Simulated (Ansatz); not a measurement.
## C2H4BF2NO, SMILES FB1NCOC1F: a single point in a Gaussian basis

Computed with Ansatz 0.2.0 through its Python package.

`energy_c2h4bf2no.py`:
```python
from pathlib import Path

import ansatz as az
import numpy as np

GEOMETRY = """
F    -2.47210   -0.11050   -0.15880
B    -1.13440   -0.26070    0.17320
N    -0.27020   -0.98930   -0.79270
C     1.11440   -0.27770   -0.62570
O     0.86350    0.97780   -0.04170
C    -0.31870    0.95430    0.73250
F     0.01100    0.72820    2.07000
H    -0.09080   -1.94680   -0.41720
H     1.75100   -0.86830    0.04210
H     1.50330   -0.15220   -1.59950
H    -0.89180    1.88810    0.63830
"""

molecule = az.Crystal.molecule()
for line in GEOMETRY.strip().splitlines():
    symbol, *xyz = line.split()
    molecule = molecule.atom(symbol, [float(v) for v in xyz])

base = (
    molecule.calculation()
    .basis(gaussian="def2-SVPD")
    .functional("hf")
    .forces()
    .orbitals()
)
outcome = base.run(threads=1, backend="cpu", runs_dir="runs")
report = outcome.report

print(f"E = {report['free_energy_ev']:.6f} eV = {report['free_energy_ev'] / 27.211386246:.7f} Ha")
print("converged:", report["converged"], " doubts:", report["published_state_doubts"] or "none")

state = report["mean_field"]["state"]
print(f"mean field: {state['energy']['hartree']:.7f} Ha, <S^2> = {abs(state['spin_squared']):.4f}, stability: {state.get('stability', {}).get('kind')}")

symbols = [site.symbol for site in molecule.cartesian_sites]
forces = np.array(report["forces_ev_ang"])
print("largest force", round(float(np.linalg.norm(forces, axis=1).max()), 4), "eV/A, rms", round(float(np.sqrt((forces ** 2).mean())), 4))

charges = report["charge_distribution"]
print("dipole moment", round(4.803205 * float(np.linalg.norm(charges["dipole_moment_e_ang"])), 3), "D")
print("Mulliken:", [(s, round(q, 3)) for s, q in zip(symbols, charges["mulliken_charges_e"])])

lines = Path(report["orbitals_path"]).read_text().splitlines()
field_of = lambda key: [line.split("=")[1].strip() for line in lines if line.startswith(key)]
orbitals = [(27.211386 * float(e), s, float(n)) for e, s, n in zip(field_of("Ene="), field_of("Spin="), field_of("Occup="))]
homo = max(e for e, _, n in orbitals if n > 0.5)
lumo = min(e for e, _, n in orbitals if n < 0.5)
for e, spin, n in sorted(orbitals):
    if homo - 10 < e < lumo + 5:
        print(f"{spin:6s} {e:10.3f} eV  occupation {n:.0f}")
```

```console
$ python energy_c2h4bf2no.py
E = -11718.836758 eV = -430.6593075 Ha
converged: True  doubts: none
mean field: -430.6593075 Ha, <S^2> = 0.0000, stability: minimum
largest force 5.3566 eV/A, rms 1.5308
dipole moment 2.187 D
Mulliken: [('F', -0.667), ('B', 0.882), ('N', -0.709), ('C', 1.269), ('O', -0.977), ('C', 1.066), ('F', -0.65), ('H', 0.204), ('H', -0.02), ('H', -0.242), ('H', -0.156)]
Alpha     -21.419 eV  occupation 2
Alpha     -20.527 eV  occupation 2
Alpha     -20.085 eV  occupation 2
Alpha     -19.320 eV  occupation 2
Alpha     -19.011 eV  occupation 2
Alpha     -18.266 eV  occupation 2
Alpha     -18.187 eV  occupation 2
Alpha     -17.970 eV  occupation 2
Alpha     -16.481 eV  occupation 2
Alpha     -15.779 eV  occupation 2
Alpha     -14.866 eV  occupation 2
Alpha     -13.764 eV  occupation 2
Alpha     -13.234 eV  occupation 2
Alpha     -11.831 eV  occupation 2
Alpha       1.352 eV  occupation 0
Alpha       2.562 eV  occupation 0
Alpha       3.045 eV  occupation 0
Alpha       3.276 eV  occupation 0
Alpha       3.975 eV  occupation 0
Alpha       4.209 eV  occupation 0
Alpha       4.351 eV  occupation 0
Alpha       4.847 eV  occupation 0
Alpha       5.027 eV  occupation 0
Alpha       5.315 eV  occupation 0
Alpha       6.120 eV  occupation 0
Alpha       6.163 eV  occupation 0
```

Caveats:
- The settings weren't tested for convergence.
- The geometry is a force-field or estimated start, not a minimum of this method, and the basis set is short of its limit.
- Alpha marks a spatial orbital of a restricted run, filled by both spins.
- Levels such as HOMO and LUMO are orbital energies: in Hartree-Fock the gap is too wide and the LUMO hangs on the basis.
- Mulliken charges are unreliable in a basis with diffuse functions.
- Hardware and time: 9.3 s on 1 thread of Arm Neoverse V2, on a shared host, peak memory 0.58 GiB.

(Lines on the test bed's own set-up are left out of the output.)
